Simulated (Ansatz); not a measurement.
Crystal: HPbNO4.

```xyz
7
Lattice="4.2753 -0.0004 0.0064 -2.0840 5.2077 -0.0491 -2.1238 -1.8657 4.9149" Properties=species:S:1:pos:R:3 pbc="T T T"
H     2.2338   -1.5247    4.4769
Pb    0.1373    4.0030    0.6652
N    -2.0197    1.5311    2.4473
O     2.2736    4.7756    0.1022
O    -1.9905    2.6889    2.9560
O     2.2225    1.4102    1.1945
O    -2.0163    0.5081    3.1892
```

The cell was built by a generator and needn't be a form met in nature.

Base run:

```yaml
Program: Ansatz 0.2.0
Functional: RPBE
Potentials_or_basis: all-electron LAPW, scalar-relativistic
Cutoff: 740 eV
Density_cutoff: 2961 eV
Basis_error_allowed: 0.002 eV/atom
k_mesh: 6 × 4 × 4
Occupations: fermi-dirac, width 0.05 eV
Spin: no spin polarisation
```

Its results: band gap on the k mesh 2.92 eV, indirect (least direct gap 3.21 eV); pressure 2.3 GPa; largest force 0.247 eV/Å.

**Question.** The run is repeated on the same cell with these changes: functional from RPBE to revPBE. What comes out?

**Answer.** Band gap on the k mesh 2.91 eV, indirect (least direct gap 3.21 eV); pressure 1.8 GPa; largest force 0.155 eV/Å.

Caveats: spin-orbit coupling is left out, which as a rule narrows the gap of such compounds by several tenths of an eV.

A k mesh can miss the band edges.

Not every run made on this cell is shown here.
